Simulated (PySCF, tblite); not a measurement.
# C12H12Ge: geometry, infrared bands, NMR shifts, spin-spin couplings and electronic excitations, part 3 of 3

tblite 0.8.0 and PySCF 2.14.0. Atoms count from 0. Earlier steps stand in the parts before.

### 10 What came out

This closing draws on all 3 parts.

```
                                                                  quantity                                            value
                                 strongest single infrared mode (GFN2-xTB)                            1977 cm⁻¹, 489 km/mol
                                              zero-point energy (GFN2-xTB)                                   118.8 kcal/mol
                                                               point group                                               C1
                                      rotational constants (main isotopes)                             1.26, 0.36, 0.31 GHz
   13C shifts against TMS (PBE0/pcSseg-1, means over atoms taken as alike)                   141.8, 139.7, 135.1, 133.8 ppm
    1H shifts against TMS (PBE0/pcSseg-1, means over atoms taken as alike)                       7.66, 7.51, 7.48, 5.15 ppm
                                 73Ge shifts against GeMe4 (PBE0/pcSseg-1)                                         -131 ppm
                                  measured, and computed on the same scale                             Ge4 δ -108, -131 ppm
potential on the surface of density 0.002 e/bohr³, 1st and 99th percentile                               -0.71 V and 0.86 V
                      largest coupling of the table (B3LYP/pcSseg-1+pcJ-1)  1J(C,H) C2–H15, 167.5 Hz (mean over like pairs)
                                        lowest singlet (wB97X-D/def2-SVPD)                      5.38 eV (230 nm), f = 0.002
                                  brightest single state of those computed                      state 7, 6.76 eV, f = 1.357
                                                            lowest triplet                                          4.15 eV
                                                 range of the shift of Ge4                                 -134 to -131 ppm
```

In words: No mode is imaginary among the 69: a minimum at this level. The strongest single mode, at 1977 cm⁻¹, moves mainly H17 and H16. Unscaled tight-binding wavenumbers are off by several per cent, some by more. Its intensities can rank the bands wrongly. The start of the PBE0/def2-SVP relaxation was shaken at random by about 0.01 Å, so part of the energy gained, and of the first lengths quoted, undoes that. Over 5 steps the energy fell by 0.338 eV; of the close pairs, Ge4–H17 changed most, 1.489 to 1.543 Å (PBE0/def2-SVP). No frequency check was run at this level, so the end point may be a saddle. Vibration, temperature and solvent are missing from the calculation, and it holds one conformer, so part of the miss against the measured shifts is not the functional's. NICS(1)zz of -28 ppm above the planar ring from C0 marks a diatropic (aromatic) ring current. NICS(1)zz of -28 ppm above the planar ring from C5 marks a diatropic (aromatic) ring current. At PBE0/pcSseg-1, counted by nearest atom on the grid, the HOMO lies on C5, C8 about 15 % each; C0, C3 about 10 % each, the LUMO on C0, C3 about 17 % each; C2, C12 about 10 % each. In the run at B3LYP/pcSseg-1+pcJ-1, the largest coupling of the table is C2–H15 (mean over like pairs), 167.5 Hz, of which the Fermi-contact term gives 166.3 Hz. Couplings across rotatable bonds belong to this one conformer; where others are populated, the observed values are averages. The first singlet state (HOMO−1→LUMO+1 0.25, HOMO→LUMO+2 0.21) lies at 5.38 eV and is weak; of the 10 states computed, the strongest absorption comes from state 7 at 6.76 eV. The lowest triplet lies 1.24 eV below the lowest singlet (triplets in Tamm-Dancoff, singlets in full TDDFT). Spin-orbit coupling is left out, which matters for shieldings and couplings at and beside the heavy atoms. The conformer search found further structures of the same energy, which may be mirror or relabelled copies of this one.
